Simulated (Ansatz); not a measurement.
# Cs2PdI6: the cost of one run

Method: DFT LDA without U, plane waves, PAW, in Ansatz 0.2.0.

## (1) The system as given

Symmetry: Fm-3m, No. 225, cubic system. The conventional cell has a = 11.332 Å, b = 11.332 Å, c = 11.332 Å, α = 90.00°, β = 90.00°, γ = 90.00°. Cs (site symmetry -43m) is surrounded by 12 I at 4.01 Å. Pd (site symmetry m-3m) has 6 I at 2.78 Å as nearest neighbours. I (site symmetry 4mm) has 1 Pd at 2.78 Å and 4 Cs at 4.01 Å as nearest neighbours.

Structure file:

```cif
data_structure
_symmetry_space_group_name_H-M 'P 1'
_symmetry_Int_Tables_number 1
_cell_length_a 8.0129
_cell_length_b 8.0129
_cell_length_c 8.0129
_cell_angle_alpha 60.000
_cell_angle_beta 60.000
_cell_angle_gamma 60.000
_cell_volume 363.80
loop_
_atom_site_label
_atom_site_type_symbol
_atom_site_fract_x
_atom_site_fract_y
_atom_site_fract_z
_atom_site_occupancy
Cs1 Cs 0.25000 0.25000 0.25000 1
Cs2 Cs 0.75000 0.75000 0.75000 1
Pd1 Pd 0.00000 0.00000 0.00000 1
I1 I 0.75500 0.24500 0.24500 1
I2 I 0.24500 0.75500 0.75500 1
I3 I 0.24500 0.75500 0.24500 1
I4 I 0.75500 0.24500 0.75500 1
I5 I 0.24500 0.24500 0.75500 1
I6 I 0.75500 0.75500 0.24500 1
```

Magnetic order typed: ferromagnetic.

An earlier series on this cell reached its lowest free state from «random orbitals: single harmonics, first filling», perhaps among other starts (it ended without moments).

## (2) Random orbitals: single harmonics, second filling

input.yaml

```yaml
crystal:
  lattice:
    - [0.0, 5.66599794, 5.66599794]
    - [5.66599794, 0.0, 5.66599794]
    - [5.66599794, 5.66599794, 0.0]
  atoms:
    - { symbol: Cs, position: [0.25, 0.25, 0.25] }
    - { symbol: Cs, position: [0.75, 0.75, 0.75] }
    - { symbol: Pd, position: [0.0, 0.0, 0.0], spin: 2.0 }
    - { symbol: I, position: [0.755, 0.245, 0.245] }
    - { symbol: I, position: [0.245, 0.755, 0.755] }
    - { symbol: I, position: [0.245, 0.755, 0.245] }
    - { symbol: I, position: [0.755, 0.245, 0.755] }
    - { symbol: I, position: [0.245, 0.245, 0.755] }
    - { symbol: I, position: [0.755, 0.755, 0.245] }
basis:
  ecutwfc: 420
  ecutrho_ratio: 4
kpoints:
  mp_grid: { grid: [3, 3, 3] }
hamiltonian:
  xc: lda
  hubbard:
    sites:
      - { site: 2, l: d, u_eff: 0.0, starting_ns: [{ spin: up, occupation_matrix: s2up }, { spin: down, occupation_matrix: s2down }] }
    occupation_matrices:
      s2up:
        matrix:
          - [0.97, 0.0, 0.0, 0.0, 0.0]
          - [0.0, 0.97, 0.0, 0.0, 0.0]
          - [0.0, 0.0, 0.97, 0.0, 0.0]
          - [0.0, 0.0, 0.0, 0.02, 0.0]
          - [0.0, 0.0, 0.0, 0.0, 0.97]
      s2down:
        matrix:
          - [0.02, 0.0, 0.0, 0.0, 0.0]
          - [0.0, 0.02, 0.0, 0.0, 0.0]
          - [0.0, 0.0, 0.97, 0.0, 0.0]
          - [0.0, 0.0, 0.0, 0.02, 0.0]
          - [0.0, 0.0, 0.0, 0.0, 0.97]
    ns_hold: { iters: 12 }
scf:
  occupations: { method: gaussian, width: 0.05 }
  lower_state_search: "off"
  max_iter: 150
output:
  forces: true
  stress: true
  eigenvalues: true
  populations: true
  hubbard: { sites: [{ site: 2, l: d }] }
magnetization:
  spin_polarized: true
```

The typed matrices put 0.97 on the chosen orbitals and 0.02 on the others, and are held for 12 cycles.

The run is started by

```
ansatz run input.yaml --threads 4 --pin off --max-ram 6144MiB --backend cpu --events-out ev --progress --plain --runs-dir out
```

**Question.** How long does this run take on 4 threads of Arm Neoverse V1, shared host, and how much memory does it need?

About 26 s, with a peak of 1.2 GiB.
